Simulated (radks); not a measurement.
# Pr⁺ in [Kr] 4d10 4f3 5s2 5p5.75 6s1 6p0.25: an all-electron calculation

What are the levels of the praseodymium ion Pr+, how large are its shells, and how does its energy divide?

The numbers are computed with radks (a radial shooting solver on a logarithmic mesh, Libxc functionals) version 1 (Dirac Kohn-Sham, LDA (Slater exchange, Perdew-Wang correlation), spin-unpolarised, spherical densities, finite nucleus; open shells fill j = l - 1/2 first), except any that are marked as measured or tabulated.

## (1) What is computed

```
element            : praseodymium (Z = 59)
charge             : +1
electrons          : 58
configuration      : [Kr] 4d10 4f3 5s2 5p5.75 6s1 6p0.25
nuclear rms radius : 4.8919 fm
```

## (2) The calculation

Settings of this run:

```text
Z 59
configuration [Kr] 4d10 4f3 5s2 5p5.75 6s1 6p0.25 5d0 7s0
relativity Dirac
functional lda,pw
spin unpolarised
j_filling energy
nucleus finite rms 4.8919 fm
c 137.035999084
```

What does the calculation give?

The runs gave:

```
                        quantity                   value
                    total energy      -9235.0170 hartree
exchange-correlation share of it                  2.27 %
                            −T/E                  1.0752
          highest occupied level        6p1/2, -5.933 eV
    most extended occupied level  6p1/2, <r> = 4.81 bohr
 radius at density 0.001 e/bohr³               4.81 bohr
    maxima of the radial density                       4
```

What this shows: 6 principal shells are occupied and 4 maxima appear in the radial density; where shells overlap, one shows as a shoulder or not at all. Relativity lifts −T/E to 1.075. This is not the tabulated ground configuration, so its levels and sizes aren't those of the ground state, and no measured value stands beside it.
